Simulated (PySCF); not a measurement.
# CeH10O5 (Ce(H2O)53+): the cost of one run

Computed with PySCF 2.14.0. Level: several levels, as the steps say, no spin–orbit coupling.

3 further runs of the same task are left out: 1 for a known fault of the program, 2 that didn't finish. Runs told in other sessions of the task aren't counted.

## (1) The starting structure

16 atoms, charge 3, spin multiplicity 2.

Bond lengths: Ce1–O2 2.417 Å, Ce1–O5 2.417 Å, Ce1–O8 2.397 Å, Ce1–O11 2.418 Å, Ce1–O14 2.418 Å, O2–H3 0.978 Å, O2–H4 0.978 Å, O5–H6 0.978 Å, O5–H7 0.978 Å, O8–H9 0.980 Å, O8–H10 0.980 Å, O11–H12 0.979 Å, O11–H13 0.979 Å, O14–H15 0.979 Å, O14–H16 0.979 Å. Angles: O2–Ce1–O5 152.7°, O2–Ce1–O8 103.7°, O2–Ce1–O11 85.0°, O2–Ce1–O14 85.0°, O5–Ce1–O8 103.7°, O5–Ce1–O11 85.0°, O5–Ce1–O14 85.0°, O8–Ce1–O11 111.7°, O8–Ce1–O14 111.7°, O11–Ce1–O14 136.5°, Ce1–O2–H3 128.2°, Ce1–O2–H4 128.2°, H3–O2–H4 103.7°, Ce1–O5–H6 128.2°, Ce1–O5–H7 128.2°, H6–O5–H7 103.7°, Ce1–O8–H9 128.4°, Ce1–O8–H10 128.4° and more.

Coordinates:

| atom | x (Å) | y (Å) | z (Å) |
| --- | --- | --- | --- |
| Ce1 | 0.1144 | 0.0000 | 0.0000 |
| O2 | -0.4570 | 0.0000 | 2.3490 |
| H3 | -0.5833 | 0.7688 | 2.9400 |
| H4 | -0.5833 | -0.7688 | 2.9400 |
| O5 | -0.4570 | 0.0000 | -2.3490 |
| H6 | -0.5833 | -0.7688 | -2.9400 |
| H7 | -0.5833 | 0.7688 | -2.9400 |
| O8 | 2.5112 | -0.0001 | 0.0000 |
| H9 | 3.1194 | -0.7683 | 0.0000 |
| H10 | 3.1194 | 0.7681 | 0.0000 |
| O11 | -0.7811 | 2.2461 | 0.0000 |
| H12 | -0.3034 | 3.1009 | 0.0000 |
| H13 | -1.7238 | 2.5112 | 0.0000 |
| O14 | -0.7813 | -2.2460 | 0.0000 |
| H15 | -1.7240 | -2.5111 | 0.0000 |
| H16 | -0.3036 | -3.1009 | 0.0000 |

Formal oxidation states: Ce +3. An earlier session relaxed this geometry at PBE0, Ce def2-SVP with ECP28, O def2-SVP, H def2-SVP (doublet, point group C2v).

At PBE0 on the finer grid: E = -855.579824 Eh, HOMO -21.21 eV, LUMO -15.28 eV (over both spins), ⟨S²⟩ = 0.751, Mulliken charge on Ce1 +1.73 e, largest force component 0.005 eV/Å. 

Levels to run: TPSSh; wB97X. Hardware: 4 threads of Arm Neoverse V1, shared host.

## (2) TPSSh

Input file run.py (the lines that set the calculation):

```python
mol = gto.M(atom='''
Ce     0.11440     0.00000     0.00000
O     -0.45704     0.00002     2.34898
H     -0.58327     0.76880     2.94004
H     -0.58333    -0.76876     2.94004
O     -0.45704     0.00002    -2.34898
H     -0.58333    -0.76876    -2.94004
H     -0.58327     0.76880    -2.94004
O      2.51124    -0.00010     0.00000
H      3.11936    -0.76830     0.00000
H      3.11942     0.76805     0.00000
O     -0.78109     2.24606     0.00000
H     -0.30338     3.10094     0.00000
H     -1.72378     2.51125     0.00000
O     -0.78127    -2.24600     0.00000
H     -1.72398    -2.51111     0.00000
H     -0.30362    -3.10092     0.00000''',
    basis={'Ce': 'def2-SVP', 'O': 'def2-SVP', 'H': 'def2-SVP'},
    ecp={'Ce': 'def2-SVP'},
    charge=3, spin=1)
mf = dft.UKS(mol, xc='TPSSH')
mf.grids.atom_grid = (75, 302)  # f atoms: unpruned, at least (60, 302)
mf = mf.density_fit()  # fitting sets: Ce def2-universal-JKFIT, O def2-universal-JKFIT, H def2-universal-JKFIT
mf.conv_tol = 1e-08; mf.max_cycle = 55
mf.kernel(dm0)  # dm0: the density of the relaxed state
```

Started as:

```
OMP_NUM_THREADS=4 python run.py
```

**Question.** How long does this run take on 4 threads of Arm Neoverse V1, shared host?

About 57 s.
